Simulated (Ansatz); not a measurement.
# CH₃BFNO: one species, many methods

Aim: compute CH₃BFNO with functionals from several rungs and with coupled cluster, and see how far each lands from CCSD(T) at the basis-set limit for the atomisation energy.

Computed with Ansatz 0.2.0, Gaussian basis. Level: functionals in def2-TZVPP, the program's frozen cores in correlated methods.

Plan: LDA (SPW92), PBE-D4, revPBE-D4, BLYP-D4, r2SCAN-D4, B97M-V, PBE0-D4, B3LYP-D4, r2SCANh-D4, r2SCAN0-D4, HSE06-D4, BHLYP-D4, CAM-B3LYP-D4, LC-ωPBE, ωB97X-V, ωB97M-V, B2PLYP, PBE-QIDH; CCSD(T)/def2-SVP; CCSD(T)/def2-TZVPP; MP2/def2-QZVPP; extrapolation to the limit; RPA on PBE.

## (1) The relaxed structure

The geometry comes from an earlier relaxation with PBE0-D4 in a triple-zeta def2 set; it is a stationary point, not always the lowest conformer.

SMILES `FC1NBO1`, 8 atoms, charge 0, spin multiplicity 1.

Atoms are counted from 1 here; the program's logs count them from 0.

Bond lengths: F1–C2 1.350 Å, C2–N3 1.430 Å, C2–O5 1.415 Å, C2–H6 1.094 Å, N3–B4 1.414 Å, N3–H7 1.002 Å, B4–O5 1.400 Å, B4–H8 1.186 Å. Angles: F1–C2–N3 114.8°, F1–C2–O5 111.8°, F1–C2–H6 107.7°, N3–C2–O5 93.2°, N3–C2–H6 116.8°, O5–C2–H6 112.1°, C2–N3–B4 85.4°, C2–N3–H7 127.4°, B4–N3–H7 141.2°, N3–B4–O5 94.5°, N3–B4–H8 136.5°, O5–B4–H8 129.0°, C2–O5–B4 86.5°.

## (2) LDA

This LDA is Slater exchange with PW92 correlation.

in.yaml

```yaml
crystal:
  periodic: [false, false, false]
  atoms:
    - {symbol: F, position_ang: [-0.422594, 1.223522, 1.477069]}
    - {symbol: C, position_ang: [-0.021007, 0.776635, 0.267658]}
    - {symbol: N, position_ang: [0.620126, -0.501160, 0.282584]}
    - {symbol: B, position_ang: [-0.410232, -0.900647, -0.600309]}
    - {symbol: O, position_ang: [-1.108592, 0.309629, -0.507475]}
    - {symbol: H, position_ang: [0.515698, 1.591565, -0.226327]}
    - {symbol: H, position_ang: [1.575985, -0.700303, 0.508196]}
    - {symbol: H, position_ang: [-0.657285, -1.856442, -1.257196]}
basis:
  gaussian: {orbitals: def2-TZVPP}
hamiltonian: {xc: lda}
output: {orbitals: {seedname: orbitals}}
```

On the command line:

```console
$ ansatz run in.yaml --threads 2 --pin off --events-out ev --progress --plain --max-ram 4352MiB
```

Further steps of the session: PBE-D4 (GGA); revPBE-D4 (GGA); BLYP-D4 (GGA); r2SCAN-D4 (meta-GGA); B97M-V (meta-GGA); PBE0-D4 (hybrid); B3LYP-D4 (hybrid); r2SCANh-D4 (hybrid); r2SCAN0-D4 (hybrid); HSE06-D4 (hybrid); BHLYP-D4 (hybrid); CAM-B3LYP-D4 (range-separated); LC-ωPBE (range-separated); ωB97X-V (range-separated); ωB97M-V (range-separated); B2PLYP (double hybrid); PBE-QIDH (double hybrid); CCSD(T) in def2-SVP; CCSD(T) in def2-TZVPP; MP2 in def2-QZVPP; RPA on PBE orbitals.

Before running them: what should the planned runs give, taken together? Wanted: atomisation energy, CCSD(T)/CBS; farthest beyond LDA; mean size of error, GGA; mean size of error, meta-GGA; mean size of error, hybrid; mean size of error, range-separated; mean size of error, double hybrid; gap, smallest and largest; T1 diagnostic.

The runs gave:

| quantity | value |
| --- | --- |
| atomisation energy, CCSD(T)/CBS | 3301.1 kJ/mol |
| functionals within 16.5 kJ/mol (0.5 %) | B97M-V, B3LYP-D4, r2SCANh-D4, B2PLYP, PBE-QIDH |
| farthest beyond LDA | PBE-D4 (+147.3 kJ/mol) |
| mean size of error, GGA | 71.2 kJ/mol |
| mean size of error, meta-GGA | 22.7 kJ/mol |
| mean size of error, hybrid | 48.6 kJ/mol |
| mean size of error, range-separated | 38.7 kJ/mol |
| mean size of error, double hybrid | 9.9 kJ/mol |
| gap, smallest and largest | 6.03 eV (LDA (SPW92)), 13.56 eV (LC-ωPBE) |
| T1 diagnostic | 0.0136 |
| triples share of the correlation energy | 3.7 % |

**Reading.** LDA overbinds by 633.1 kJ/mol (19 %). PBE-D4 is off by +147.3 kJ/mol. Double hybrids carry the basis error of their MP2 part in triple zeta, and no dispersion term here, so their miss is partly the set-up's. Taken by rung, double hybrid functionals do best (9.9 kJ/mol on average) and GGA ones worst beyond LDA (71.2 kJ/mol). Misses under about 16.5 kJ/mol are within the doubt on the reference itself, which lacks core-valence correlation, relativity and higher excitations. Hartree-Fock recovers 69 % of the binding; the rest is correlation. CCSD(T) in def2-SVP is off by -170.5 kJ/mol, worse than the median functional, from the basis alone. Orbital gaps span 6.0 to 13.6 eV; exact exchange widens them.
